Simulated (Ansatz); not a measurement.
# C₄H₁₀Al₂Cl₄: up Jacob's ladder to CCSD(T)

The task here is to estimate one member of a computed series from the others.

Computed with Ansatz 0.2.0, Gaussian basis. Level: functionals in def2-TZVPP, the program's frozen cores in correlated methods.

The runs, in order: LDA (SPW92), PBE-D4, revPBE-D4, BLYP-D4, r2SCAN-D4, B97M-V, PBE0-D4, B3LYP-D4, r2SCANh-D4, r2SCAN0-D4, HSE06-D4, BHLYP-D4, CAM-B3LYP-D4, LC-ωPBE, ωB97X-V, ωB97M-V, B2PLYP, PBE-QIDH; CCSD(T)/def2-SVP; CCSD(T)/def2-TZVPP; MP2/def2-QZVPP; extrapolation to the limit; RPA on PBE.

## The relaxed structure

All runs share one geometry, relaxed beforehand with PBE0-D4 in a triple-zeta def2 set.

SMILES `C[CH2][Al@-]1([Cl])[Cl+][Al@@-]([Cl])([CH2]C)[Cl+]1`, 20 atoms, charge 0, spin multiplicity 1.

Atoms are counted from 1 here; the program's logs count them from 0.

Bond lengths: C1–C2 1.528 Å, C1–H11 1.093 Å, C1–H12 1.093 Å, C1–H13 1.093 Å, C2–Al3 1.936 Å, C2–H14 1.097 Å, C2–H15 1.097 Å, Al3–Cl4 2.099 Å, Al3–Cl5 2.295 Å, Al3–Cl10 2.291 Å, Cl5–Al6 2.285 Å, Al6–Cl7 2.101 Å, Al6–C8 1.936 Å, Al6–Cl10 2.291 Å, C8–C9 1.530 Å, C8–H16 1.097 Å, C8–H17 1.096 Å, C9–H18 1.093 Å and more. Angles: C2–C1–H11 111.6°, C2–C1–H12 111.8°, C2–C1–H13 111.8°, H11–C1–H12 107.2°, H11–C1–H13 107.2°, H12–C1–H13 106.8°, C1–C2–Al3 115.0°, C1–C2–H14 110.5°, C1–C2–H15 110.5°, Al3–C2–H14 107.5°, Al3–C2–H15 107.5°, H14–C2–H15 105.2°, C2–Al3–Cl4 124.6°, C2–Al3–Cl5 110.5°, C2–Al3–Cl10 110.7°, Cl4–Al3–Cl5 107.4°, Cl4–Al3–Cl10 107.6°, Cl5–Al3–Cl10 90.8° and more.

The first run:

in.yaml reads:

```yaml
crystal:
  periodic: [false, false, false]
  atoms:
    - {symbol: C, position_ang: [0.303697, -2.180461, -2.533374]}
    - {symbol: C, position_ang: [0.166844, -0.800635, -3.176411]}
    - {symbol: Al, position_ang: [0.102461, 0.680081, -1.930157]}
    - {symbol: Cl, position_ang: [-0.089612, 2.696321, -2.482069]}
    - {symbol: Cl, position_ang: [1.832793, 0.541025, -0.428588]}
    - {symbol: Al, position_ang: [0.320820, 0.020257, 1.203928]}
    - {symbol: Cl, position_ang: [0.496966, -2.034630, 1.606571]}
    - {symbol: C, position_ang: [0.248087, 1.377909, 2.582313]}
    - {symbol: C, position_ang: [-0.929128, 1.212239, 3.545282]}
    - {symbol: Cl, position_ang: [-1.418565, 0.271145, -0.266190]}
    - {symbol: H, position_ang: [0.336269, -2.973384, -3.285638]}
    - {symbol: H, position_ang: [-0.532213, -2.401922, -1.865091]}
    - {symbol: H, position_ang: [1.215761, -2.262289, -1.936817]}
    - {symbol: H, position_ang: [-0.737834, -0.752077, -3.794515]}
    - {symbol: H, position_ang: [0.997997, -0.613714, -3.867248]}
    - {symbol: H, position_ang: [1.195360, 1.352797, 3.134042]}
    - {symbol: H, position_ang: [0.212061, 2.359401, 2.096075]}
    - {symbol: H, position_ang: [-0.899728, 0.246735, 4.056888]}
    - {symbol: H, position_ang: [-1.889251, 1.273158, 3.024958]}
    - {symbol: H, position_ang: [-0.932786, 1.988034, 4.316030]}
basis:
  gaussian: {orbitals: def2-TZVPP}
hamiltonian: {xc: lda}
output: {orbitals: {seedname: orbitals}}
```

The run is started by

```console
> ansatz run in.yaml --threads 4 --pin off --events-out ev --progress --plain --max-ram 46080MiB --backend cuda --devices 0, --max-vram 37GiB
```

Steps of the session up to this table: LDA; PBE-D4 (GGA); revPBE-D4 (GGA); BLYP-D4 (GGA); r2SCAN-D4 (meta-GGA); B97M-V (meta-GGA); B3LYP-D4 (hybrid); r2SCANh-D4 (hybrid); r2SCAN0-D4 (hybrid); HSE06-D4 (hybrid); BHLYP-D4 (hybrid); CAM-B3LYP-D4 (range-separated); LC-ωPBE (range-separated); ωB97X-V (range-separated); ωB97M-V (range-separated); B2PLYP (double hybrid); PBE-QIDH (double hybrid).

One of the session's tables, all rows but one given; the rest of the session is left out.

It belongs to the step «Frontier levels by functional». 

```
  functional  HOMO (eV)  gap (eV)
 LDA (SPW92)      -6.89      5.67
      PBE-D4      -6.77      5.87
   revPBE-D4      -6.71      5.97
     BLYP-D4      -6.65      5.87
   r2SCAN-D4          ?         ?
      B97M-V      -7.11      6.52
     PBE0-D4      -8.03      7.94
    B3LYP-D4      -7.82      7.54
  r2SCANh-D4      -7.49      7.24
  r2SCAN0-D4      -8.20      8.33
    HSE06-D4      -7.63      7.17
    BHLYP-D4      -9.21      9.98
CAM-B3LYP-D4      -9.39     10.27
     LC-ωPBE     -10.73     12.77
     ωB97X-V     -10.38     12.26
     ωB97M-V     -10.22     11.76
```

Estimate the missing values for r2SCAN-D4.

Worked estimate for «HOMO (eV)». Against the share of exact exchange, r2SCANh-D4 (0.1, -7.49), r2SCAN0-D4 (0.25, -8.20) give a slope of -4.73 per unit share; at 0 the line stands at -7.02.

The run gave: HOMO (eV): -7.02; gap (eV): 6.51. In «HOMO (eV)» the line misses by 0.00.
